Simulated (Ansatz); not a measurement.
The system is WAu.

```
W Au
1.0
     0.00000    2.90921    2.90921
     2.90921    0.00000    2.90921
     2.90921    2.90921    0.00000
W Au
1 1
Direct
  0.00000 0.00000 0.00000
  0.75000 0.75000 0.75000
```

The cell was built by a generator and needn't be a form met in nature.

```yaml
Program: Ansatz 0.2.0
Task: relaxation of cell and atoms
Functional: HSE06
Potentials_or_basis: Ansatz PAW
Cutoff: "420 eV (not typed: the program's choice for these potentials)"
k_mesh: 4 × 4 × 4
Occupations: fermi-dirac, width 0.05 eV
Spin: no spin polarisation
```

At the start: volume 24.62 Å³/atom.

**Question.** How do energy, volume and symmetry change on relaxing?

**Answer.** It ends after 4 steps and the volume is 23.91 Å³/atom (-2.9 %); space group F-43m (No. 216, to 0.05 Å).

Step by step:
```csv
step,energy change (eV),largest force (eV/Å),volume (Å³)
1,0.0000,0.0000,49.24
2,-0.0183,0.0000,47.91
3,-0.0184,0.0000,47.81
4,-0.0175,0.0000,47.81
```

Final structure:
```
W Au
1.0
     0.00000    2.88077    2.88077
     2.88077    0.00000    2.88077
     2.88077    2.88077    0.00000
W Au
1 1
Direct
  0.00000 0.00000 0.00000
  0.75000 0.75000 0.75000
```

Caveat: the k mesh is coarse (spacing up to 0.47 Å⁻¹), so the values aren't converged, least of all with exact exchange; the plane-wave basis is chosen anew once the cell has moved, so the energies of steps on either side of that aren't comparable; the PAW data sets come from PBE, with cores solved anew for the run's functional, which leaves a small shift of forces and pressure.
